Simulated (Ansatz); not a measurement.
# CH₆AlNSi: a ladder of functionals and wavefunction methods

Aim: compute CH₆AlNSi with functionals from several rungs and with coupled cluster, and see how far each lands from CCSD(T) at the basis-set limit for the atomisation energy.

Method: functionals in def2-TZVPP, the program's frozen cores in correlated methods; program: Ansatz 0.2.0, Gaussian basis.

Plan: LDA (SPW92), PBE-D4, revPBE-D4, BLYP-D4, r2SCAN-D4, B97M-V, PBE0-D4, B3LYP-D4, r2SCANh-D4, r2SCAN0-D4, HSE06-D4, BHLYP-D4, CAM-B3LYP-D4, LC-ωPBE, ωB97X-V, ωB97M-V, B2PLYP, PBE-QIDH; CCSD(T)/def2-SVP; CCSD(T)/def2-TZVPP; MP2/def2-QZVPP; extrapolation to the limit; RPA on PBE.

**1. The geometry**

The geometry comes from an earlier relaxation with PBE0-D4 in a triple-zeta def2 set; it is a stationary point, not always the lowest conformer.

10 atoms, charge 0, spin multiplicity 1.

Atoms are counted from 1 here; the program's logs count them from 0.

Bond lengths: Al1–N2 1.750 Å, Al1–H5 1.579 Å, Al1–H6 1.579 Å, N2–C3 1.249 Å, C3–Si4 1.903 Å, C3–H7 1.107 Å, Si4–H8 1.488 Å, Si4–H9 1.488 Å, Si4–H10 1.483 Å. Angles: N2–Al1–H5 116.9°, N2–Al1–H6 116.9°, H5–Al1–H6 126.1°, Al1–N2–C3 177.0°, N2–C3–Si4 123.0°, N2–C3–H7 119.8°, Si4–C3–H7 117.2°, C3–Si4–H8 109.4°, C3–Si4–H9 109.4°, C3–Si4–H10 108.7°, H8–Si4–H9 108.0°, H8–Si4–H10 110.6°, H9–Si4–H10 110.6°.

**2. LDA**

This LDA is Slater exchange with PW92 correlation.

Input file in.yaml:

```yaml
crystal:
  periodic: [false, false, false]
  atoms:
    - {symbol: Al, position_ang: [-0.801121, 2.183465, -0.771802]}
    - {symbol: N, position_ang: [-0.589944, 0.458631, -0.561592]}
    - {symbol: C, position_ang: [-0.390935, -0.758916, -0.367941]}
    - {symbol: Si, position_ang: [0.911583, -1.414691, 0.854879]}
    - {symbol: H, position_ang: [0.069193, 2.879539, -1.890826]}
    - {symbol: H, position_ang: [-1.855451, 2.894711, 0.164531]}
    - {symbol: H, position_ang: [-0.988007, -1.509202, -0.921944]}
    - {symbol: H, position_ang: [0.242906, -2.252899, 1.887020]}
    - {symbol: H, position_ang: [1.886527, -2.271511, 0.126633]}
    - {symbol: H, position_ang: [1.598249, -0.260426, 1.483942]}
basis:
  gaussian: {orbitals: def2-TZVPP}
hamiltonian: {xc: lda}
output: {orbitals: {seedname: orbitals}}
```

After this run come: PBE-D4 (GGA); revPBE-D4 (GGA); BLYP-D4 (GGA); r2SCAN-D4 (meta-GGA); B97M-V (meta-GGA); PBE0-D4 (hybrid); B3LYP-D4 (hybrid); r2SCANh-D4 (hybrid); r2SCAN0-D4 (hybrid); HSE06-D4 (hybrid); BHLYP-D4 (hybrid); CAM-B3LYP-D4 (range-separated); LC-ωPBE (range-separated); ωB97X-V (range-separated); ωB97M-V (range-separated); B2PLYP (double hybrid); PBE-QIDH (double hybrid); CCSD(T) in def2-SVP; CCSD(T) in def2-TZVPP; MP2 in def2-QZVPP; RPA on PBE orbitals.

Before running them: what should the planned runs give, taken together? Wanted: atomisation energy, CCSD(T)/CBS; farthest beyond LDA; mean size of error, GGA; mean size of error, meta-GGA; mean size of error, hybrid; mean size of error, range-separated; mean size of error, double hybrid; gap, smallest and largest; T1 diagnostic.

The runs gave:

| quantity | value |
| --- | --- |
| atomisation energy, CCSD(T)/CBS | 766.7 kcal/mol |
| functionals within 3.8 kcal/mol (0.5 %) | BLYP-D4, r2SCAN-D4, ωB97M-V |
| farthest beyond LDA | BHLYP-D4 (-15.8 kcal/mol) |
| mean size of error, GGA | 6.0 kcal/mol |
| mean size of error, meta-GGA | 4.7 kcal/mol |
| mean size of error, hybrid | 8.5 kcal/mol |
| mean size of error, range-separated | 5.4 kcal/mol |
| mean size of error, double hybrid | 9.8 kcal/mol |
| gap, smallest and largest | 2.74 eV (LDA (SPW92)), 10.10 eV (LC-ωPBE) |
| T1 diagnostic | 0.0152 |
| triples share of the correlation energy | 4.0 % |

The LDA atomisation energy is off by 95.2 kcal/mol (12 %): it overbinds. PBE-D4 misses by +6.3 kcal/mol. Double hybrids carry the basis error of their MP2 part in triple zeta, and no dispersion term here, so their miss is partly the set-up's. Taken by rung, meta-GGA functionals do best (4.7 kcal/mol on average) and double hybrid ones worst beyond LDA (9.8 kcal/mol). The gap between the best rungs is small, so their order is not settled. Misses under about 3.8 kcal/mol are within the doubt on the reference itself, which lacks core-valence correlation, relativity and higher excitations. Hartree-Fock recovers 72 % of the binding; the rest is correlation. CCSD(T) in def2-SVP is off by -46.7 kcal/mol, more than most functionals: a good method in a small basis is no reference. Orbital gaps span 2.7 to 10.1 eV; exact exchange widens them.
